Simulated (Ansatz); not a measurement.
# AgB2 (P6/mmm) in Ansatz: notebook

The runs below take AgB2 through single point, with HSE06 form with a typed share of exact exchange.

Program: Ansatz 0.2.0. These are calculated values, not measurements. Logs are shortened: lines on timing, memory, paths and dates and some standing lists are left out, and cuts for length are marked.

## 1. The structure

The structure is hexagonal, space group P6/mmm (No. 191). The conventional cell has a = 3.000 Å, b = 3.000 Å, c = 3.240 Å, α = 90.00°, β = 90.00°, γ = 120.00°. Around Ag (site symmetry 6/mmm) lie 12 B at 2.37 Å. Around B (site symmetry -6m2) lie 3 B at 1.73 Å.

## 2. Single point, HSE06 form with a typed share of exact exchange

input.yaml reads:

```yaml
crystal:
  lattice:
    - [3.0, 0.0, 0.0]
    - [-1.5, 2.5980762114, 0.0]
    - [0.0, 0.0, 3.24]
  atoms:
    - { symbol: Ag, position: [0.0, 0.0, 0.0] }
    - { symbol: B, position: [0.6666666667, 0.3333333333, 0.5] }
    - { symbol: B, position: [0.3333333333, 0.6666666667, 0.5] }
hamiltonian:
  xc: { exchange: pbe, correlation: pbe, exx: { coeff: 0.25, omega: 0.1 } }
  pseudopotentials: { kind: paw }
kpoints:
  mp_grid: { grid: [5, 5, 4] }
scf:
  occupations: { method: fermi_dirac, width: 0.05 }
output:
  forces: true
  stress: true
  eigenvalues: true
```

Potentials or basis: Ansatz PAW.

Started as:

```bash
ansatz run input.yaml --threads 2 --pin off --max-ram 5632MiB --backend cpu --events-out ev --progress --plain --runs-dir out
```

Log:

```text
Warning: output.stress: scf.convergence.dr2_threshold = 1e-7 eV (the SCF's general default) is looser than the 3e-10 eV advised for a printed stress (1e-10 eV for each atom of the cell: 3). What an SCF threshold leaves in a stress goes as its square root, and in the free energy as the threshold itself, and one threshold admits the most on a small cell: of the crystals measured, under no hybrid functional and no lock of the moments, on runs that ended without the residual-converged pass, on stresses that held no estimate of that error, the worst erred by over 100 MPa in a component at 1e-7 eV an atom and by under 5 at 1e-10. Set scf.convergence.dr2_threshold to 3e-10 eV or tighter. The threshold is an SCF's pass mark: one that does not reach it within its budget of iterations ends unconverged, or closes short of it on a stop that the run arms, and scf.convergence.dr2_threshold's page says what that costs each kind of run
Warning: output.stress: scf.exx.energy_threshold = 1e-6 eV is looser than the 3e-8 eV advised for a stress under a hybrid functional (1e-8 eV for each atom of the cell: 3). Every SCF of the exchange loop can meet its threshold on dr2 while the loop round them stops early: no threshold on dr2 bounds what that leaves in the stress. Set scf.exx.energy_threshold to 3e-8 eV or tighter. The threshold is the loop's pass mark: a loop that does not reach it within its budget of cycles ends unconverged, and scf.exx.energy_threshold's page has the law
Warning: RAYON_NUM_THREADS=2 ignored (pool sized by the plan → 2); use --threads N
exact exchange: scf.exx.singularity resolves to wigner_seitz, which cuts the screened interaction at the faces of the exchange supercell's Wigner-Seitz cell, so that each pair interacts once, at the shortest of its separations (the periodic images that this leaves out come, for a point-like exchange hole, to about 0.097 eV on a filled level). The cut falls within the interaction's reach, and what an exchange supercell this small leaves in the energy, the band gaps and, where it is computed, the pressure is not bounded here. The exchange supercell (the smallest cell that an SCF of this deck is solved on times the 5×5×4 mesh of the exchange sum) has its nearest image at L = 12.96 Å, 1.30 times the interaction's range 1/ω = 10.00 Å. A denser mesh of the exchange sum (kpoints.mp_grid; where a k-mesh is refused, the cell repeated along its short axes), shrinks what is left. The k-mesh (kpoints.mp_grid) can leave an error of its own, as it does under a semilocal functional: two runs of this structure under PBE, one on that k-mesh and one on a denser one or on the cell repeated (per cell), show about how large it is in the energy; in a metal the hybrid's can be larger than they show. Converge the k-mesh under the hybrid itself. See scf.exx.q_mesh
Engine: ansatz 0.2.0, aarch64-unknown-linux-gnu
Pseudopotentials: kind: paw
Pseudopotential: Ag, paw, valence charge 19, recommended cutoff 420 eV (normal), Ag.paw.azcp
Pseudopotential: B, paw, valence charge 3, recommended cutoff 420 eV (normal), B.paw.azcp
Functional definition: unnamed
  parameter a_1 = 0.25
  parameter omega_1 = 0.1/angstrom
  exchange = pbe_x + (-a_1)*pbe_x_sr(omega_1) + a_1*exact_x_sr(omega_1)
  correlation = pbe_c
Crystal: 3 atoms, lattice volume = 25.253 Å³
Basis set: ecut = 420 eV, 491 PW (Γ), exchange–correlation on 48×48×48 points (8 copies of the dense FFT grid, shifted against one another)
Bands: 17, of which v1, the nominal top of the filled ones, is band 13 counted from 1 (12 counted from 0)
Symmetry: 24 space group operations
Space group: P6/mmm (ITA 191), of the structure as read, at distance tolerance 2.9e-5 Å
k-points: 15 of 100
Non-local potential: Ag, projectors of the file, l = 0: 3, l = 1: 2, l = 2: 2, l = 3: 1
Non-local potential: B, projectors of the file, l = 0: 2, l = 1: 2, l = 2: 1
PAW form: soft (Blöchl's): semilocal exchange-correlation on the pseudo side does not see the compensation charge
PAW frozen core: Ag, regenerated for the run's functional, and the local potential with it (the file was generated under x = pbe(κ = 0.804, μ = 0.2195149727645171), c = pbe(β = 0.06672455060314922))
PAW frozen core: B, regenerated for the run's functional, and the local potential with it (the file was generated under x = pbe(κ = 0.804, μ = 0.2195149727645171), c = pbe(β = 0.06672455060314922))
PAW one-centre angular grid: Ag, 590 points (default); XC on 96 Gauss nodes
PAW one-centre angular grid: B, 110 points (default); XC on 64 Gauss nodes
Initial density: superposition of atomic densities (neutral atoms: chi_scale 0, normalization atom), corrected by the library's trained network
[... 101 lines left out ...]
SCF 7 converged in 4 iterations: F = -7902.961946 eV  dr2 = 7.44e-10
  Residual-converged pass: ⟨swp⟩=3.0  Hψ=507  notcnv=0  max |occ|·‖R‖ = 8.8e-7 eV (tolerance 8.9e-7 eV)  dr2=7.47e-10  dr2_onsite=6.47e-11  max |Δocc| = 4.6e-13
hybrid outer 2: dexx = +1.774e-6 eV, tail = 1.35e-8 eV, Δε = 3.69e-3 eV (about 5.83e-4 eV left of the loop's levels)
exact exchange: an outer loop of this run ended on a state whose frontier levels can be filled otherwise, and a further loop was made from that state with electrons moved between them. It converged no lower than the two loops' stops tell apart, in 30 SCF iterations, so its state is not used
hybrid SCF converged: 2 outer / 10 inner (+6 warm-up), last move |dexx| = 1.76e-6 eV, tail = 1.16e-8 eV
Stability not checked: this state was not tested for a lower state beside it, because the functional holds exact exchange (a hybrid, or Hartree-Fock), whose exchange loop this test does not read (fock_operator; see scf.lower_state_search)
Free energy (F): -7902.961946 eV
Frozen-core exchange: fock
Harris-Foulkes:  -7902.961946 eV  (|F-HF|=1.67e-10)
Internal energy: -7902.953969 eV  (E = F + TS)
E sigma→0 (E₀):  -7902.957958 eV
Entropy (-TS):   -0.007977 eV (-2.659 meV/atom)
Fermi energy:    18.014309 eV
--- Per-component energies (eV) ---
  E_band       = -221.889755
  E_kinetic    = 634.144681
  E_local      = -2350.500191  (includes V_loc(G=0)·N_el)
  E_nonlocal   = 105.593450
  E_hartree    = 1094.060818
  E_xc         = -199.416260
  E_vxc        = -248.080052  (∫ρ·V_xc dr)
  E_exx        = -96.228514  (= α·E_x^exact, valence–valence)
  E_paw        = -4020.403546  (= ΣΔE_a)
  E_vpaw       = -358.713723  (= ΣTr[D̂ρ^β])
  E_aug_tail   = 0.000327  (compensation charges beyond the density's cutoff)
  E_ewald      = -3069.599408
  E_core_change = -0.605327  (= ΣΔE_core)
  E_smearing   = -0.007977  (= −TS)
  E_closure    = 0.000000  (closes the sum)
  Σ components = -7902.961946   (vs F -7902.961946, Δ=0.00e0)
--- Forces (eV/Å), atoms counted from 1 ---
  atom   1  Ag    -0.00000000     0.00000000     0.00000000
  atom   2  B      0.00000000     0.00000000     0.00000000
  atom   3  B     -0.00000000    -0.00000000     0.00000000
  max |Σ_I F_I| component: 3.24e-17 eV/Å
--- Stress (GPa, compression-positive) ---
       38.539812      -0.000000       0.000000
       -0.000000      38.539812       0.000000
        0.000000       0.000000      77.896452
  P = ⅓ Tr σ = 51.6587 GPa (516.587 kbar)
--- Band table (eV; the first three rows and the last of 15) ---
  k-point 0: bands = ["-79.8772", "-42.0345", "-42.0345", "-42.0171", "1.8983", "9.7057", "10.3029", "10.3029", "11.9588", "11.9588", "14.5157", "19.3088", "19.3088", "24.7590", "24.7590", "24.9647", "26.5544"]
  k-point 1: bands = ["-79.8765", "-42.0327", "-42.0327", "-42.0304", "2.7518", "9.0648", "10.5940", "10.5940", "11.5574", "11.5574", "12.8513", "18.5797", "18.5797", "26.3939", "26.3939", "26.3971", "28.6698"]
  k-point 2: bands = ["-79.8759", "-42.0446", "-42.0314", "-42.0314", "4.1901", "7.3300", "10.9352", "10.9352", "11.2031", "11.2031", "12.2448", "17.7488", "17.7488", "26.2498", "28.5570", "28.5570", "29.9382"]
  k-point 14: bands = ["-79.8678", "-42.1160", "-42.0771", "-42.0293", "6.0464", "7.7125", "9.6431", "10.6564", "11.0283", "12.3674", "15.7586", "16.1163", "16.7435", "19.6032", "24.0500", "27.7341", "33.0002"]
```

It took 18 s on 2 threads of Arm Neoverse V2, shared host; peak memory 0.63 GiB.

Results:

```
Free energy            : -7902.9619 eV
Pressure               : 51.7 GPa
Band gap on the k mesh : none (metal or under the smearing width)
```

Stress tensor (GPa, compression positive):
```
38.54  0.00  0.00
 0.00 38.54  0.00
 0.00  0.00 77.90
```

Caveat: the k mesh is coarse (spacing up to 0.48 Å⁻¹), so the values aren't converged, least of all with exact exchange; a pressure of tens of GPa on the cell as given is suspect, and the run, the potentials or the cell itself is likely at fault; the PAW data sets come from PBE, with cores solved anew for the run's functional, which leaves a small shift of forces and pressure; the thresholds are loose for stress.

## 3. Single point, HSE06 form with a typed share of exact exchange

Changes to input.yaml since step 2:

```diff
@@ -10,3 +10,6 @@
 hamiltonian:
-  xc: { exchange: pbe, correlation: pbe, exx: { coeff: 0.25, omega: 0.1 } }
+  xc:
+    exchange: pbe
+    correlation: pbe
+    exx: { coeff: 0.25, omega: 0.15 }
   pseudopotentials: { kind: paw }
```

Potentials or basis: Ansatz PAW.

Started as:

```bash
ansatz run input.yaml --threads 2 --pin off --max-ram 5632MiB --backend cpu --events-out ev --progress --plain --runs-dir out
```

Log:

```text
Warning: output.stress: scf.convergence.dr2_threshold = 1e-7 eV (the SCF's general default) is looser than the 3e-10 eV advised for a printed stress (1e-10 eV for each atom of the cell: 3). What an SCF threshold leaves in a stress goes as its square root, and in the free energy as the threshold itself, and one threshold admits the most on a small cell: of the crystals measured, under no hybrid functional and no lock of the moments, on runs that ended without the residual-converged pass, on stresses that held no estimate of that error, the worst erred by over 100 MPa in a component at 1e-7 eV an atom and by under 5 at 1e-10. Set scf.convergence.dr2_threshold to 3e-10 eV or tighter. The threshold is an SCF's pass mark: one that does not reach it within its budget of iterations ends unconverged, or closes short of it on a stop that the run arms, and scf.convergence.dr2_threshold's page says what that costs each kind of run
Warning: output.stress: scf.exx.energy_threshold = 1e-6 eV is looser than the 3e-8 eV advised for a stress under a hybrid functional (1e-8 eV for each atom of the cell: 3). Every SCF of the exchange loop can meet its threshold on dr2 while the loop round them stops early: no threshold on dr2 bounds what that leaves in the stress. Set scf.exx.energy_threshold to 3e-8 eV or tighter. The threshold is the loop's pass mark: a loop that does not reach it within its budget of cycles ends unconverged, and scf.exx.energy_threshold's page has the law
Warning: RAYON_NUM_THREADS=2 ignored (pool sized by the plan → 2); use --threads N
exact exchange: scf.exx.singularity resolves to wigner_seitz, which cuts the screened interaction at the faces of the exchange supercell's Wigner-Seitz cell, so that each pair interacts once, at the shortest of its separations (the periodic images that this leaves out come, for a point-like exchange hole, to about 0.005 eV on a filled level). The cut falls within the interaction's reach, and what an exchange supercell this small leaves in the energy, the band gaps and, where it is computed, the pressure is not bounded here. The exchange supercell (the smallest cell that an SCF of this deck is solved on times the 5×5×4 mesh of the exchange sum) has its nearest image at L = 12.96 Å, 1.94 times the interaction's range 1/ω = 6.67 Å. A denser mesh of the exchange sum (kpoints.mp_grid; where a k-mesh is refused, the cell repeated along its short axes), shrinks what is left. The k-mesh (kpoints.mp_grid) can leave an error of its own, as it does under a semilocal functional: two runs of this structure under PBE, one on that k-mesh and one on a denser one or on the cell repeated (per cell), show about how large it is in the energy; in a metal the hybrid's can be larger than they show. Converge the k-mesh under the hybrid itself. See scf.exx.q_mesh
[... 6 set-up lines as earlier in the session ...]
  parameter omega_1 = 0.15/angstrom
[... 2 set-up lines as earlier in the session ...]
Crystal: 3 atoms, lattice volume = 25.253 Å³
Basis set: ecut = 420 eV, 491 PW (Γ), exchange–correlation on 48×48×48 points (8 copies of the dense FFT grid, shifted against one another)
Bands: 17, of which v1, the nominal top of the filled ones, is band 13 counted from 1 (12 counted from 0)
[... 2 set-up lines as earlier in the session ...]
k-points: 15 of 100
[... 5 set-up lines as earlier in the session ...]
[... 51 lines left out ...]
--- Per-component energies (eV) ---
  E_band       = -219.656667
  E_kinetic    = 634.255898
  E_local      = -2350.267574  (includes V_loc(G=0)·N_el)
  E_nonlocal   = 105.504118
  E_hartree    = 1093.805961
  E_xc         = -201.227923
  E_vxc        = -249.840835  (∫ρ·V_xc dr)
  E_exx        = -93.760086  (= α·E_x^exact, valence–valence)
  E_paw        = -4021.040748  (= ΣΔE_a)
  E_vpaw       = -359.402737  (= ΣTr[D̂ρ^β])
  E_aug_tail   = 0.000327  (compensation charges beyond the density's cutoff)
  E_ewald      = -3069.599408
  E_core_change = -0.604735  (= ΣΔE_core)
  E_smearing   = -0.011011  (= −TS)
  E_closure    = -0.000000  (closes the sum)
  Σ components = -7902.945180   (vs F -7902.945180, Δ=0.00e0)
--- Forces (eV/Å), atoms counted from 1 ---
  atom   1  Ag     0.00000000     0.00000000     0.00000000
  atom   2  B     -0.00000000     0.00000000     0.00000000
  atom   3  B     -0.00000000    -0.00000000     0.00000000
  max |Σ_I F_I| component: 7.40e-17 eV/Å
--- Stress (GPa, compression-positive) ---
       38.750784      -0.000000       0.000000
       -0.000000      38.750784       0.000000
        0.000000       0.000000      76.975776
  P = ⅓ Tr σ = 51.4924 GPa (514.924 kbar)
--- Band table (eV; the first three rows and the last of 15) ---
  k-point 0: bands = ["-79.7969", "-41.9538", "-41.9538", "-41.9352", "2.0184", "9.7933", "10.3868", "10.3868", "12.0426", "12.0426", "14.6376", "19.2710", "19.2710", "24.6971", "24.6971", "24.8782", "26.4737"]
  k-point 1: bands = ["-79.7962", "-41.9521", "-41.9521", "-41.9488", "2.8730", "9.1619", "10.6766", "10.6766", "11.6406", "11.6406", "12.9523", "18.5527", "18.5527", "26.3152", "26.3239", "26.3239", "28.5825"]
  k-point 2: bands = ["-79.7957", "-41.9630", "-41.9507", "-41.9507", "4.3144", "7.4364", "11.0147", "11.0147", "11.2843", "11.2843", "12.3337", "17.7872", "17.7872", "26.1665", "28.4767", "28.4767", "29.8640"]
  k-point 14: bands = ["-79.7875", "-42.0355", "-41.9964", "-41.9478", "6.1563", "7.8196", "9.7316", "10.7700", "11.1156", "12.4486", "15.8249", "16.2062", "16.8188", "19.5351", "23.9607", "27.6557", "32.9220"]
```

Wall time 6.3 s (2 threads of Arm Neoverse V2, shared host); peak memory 0.62 GiB.

Results:

```yaml
Free_energy: -7902.9452 eV
Pressure: 51.5 GPa
Band_gap_on_the_k_mesh: none (metal or under the smearing width)
```

Stress tensor (GPa, compression positive):
```
38.75  0.00  0.00
 0.00 38.75  0.00
 0.00  0.00 76.98
```

Caveat: the k mesh is coarse (spacing up to 0.48 Å⁻¹), so the values aren't converged, least of all with exact exchange; a pressure of tens of GPa on the cell as given is suspect, and the run, the potentials or the cell itself is likely at fault; the PAW data sets come from PBE, with cores solved anew for the run's functional, which leaves a small shift of forces and pressure; the thresholds are loose for stress.

## 4. Single point, HSE06 form with a typed share of exact exchange

Changes to input.yaml since step 3:

```diff
@@ -10,6 +10,3 @@
 hamiltonian:
-  xc:
-    exchange: pbe
-    correlation: pbe
-    exx: { coeff: 0.25, omega: 0.15 }
+  xc: { exchange: pbe, correlation: pbe, exx: { coeff: 0.25, omega: 0.2 } }
   pseudopotentials: { kind: paw }
```

Started as:

```bash
ansatz run input.yaml --threads 2 --pin off --max-ram 5632MiB --backend cpu --events-out ev --progress --plain --runs-dir out
```

Run time: 6.3 s. Hardware: 2 threads of Arm Neoverse V2, shared host; peak memory 0.62 GiB.

Results (log left out):

- Free energy: -7902.9256 eV
- Pressure: 51.6 GPa
- Band gap on the k mesh: none (metal or under the smearing width)

Stress tensor (GPa, compression positive):
```
38.87  0.00  0.00
 0.00 38.87  0.00
 0.00  0.00 77.05
```

Levels at points of the mesh, in eV from the Fermi level:
```tsv
k point	band 8	band 9	band 10	band 11	band 12	band 13	band 14	band 15	band 16	band 17
(0.00, 0.00, 0.00)	-7.58	-5.93	-5.93	-3.33	1.19	1.19	6.57	6.57	6.73	8.33
(0.00, 0.00, -0.50)	-6.96	-6.69	-6.69	-5.64	-0.24	-0.24	8.02	10.33	10.33	11.71
```

Caveat: the k mesh is coarse (spacing up to 0.48 Å⁻¹), so the values aren't converged, least of all with exact exchange; a pressure of tens of GPa on the cell as given is suspect, and the run, the potentials or the cell itself is likely at fault; the PAW data sets come from PBE, with cores solved anew for the run's functional, which leaves a small shift of forces and pressure; the thresholds are loose for stress.

(Part 1 of 2 ends here.)
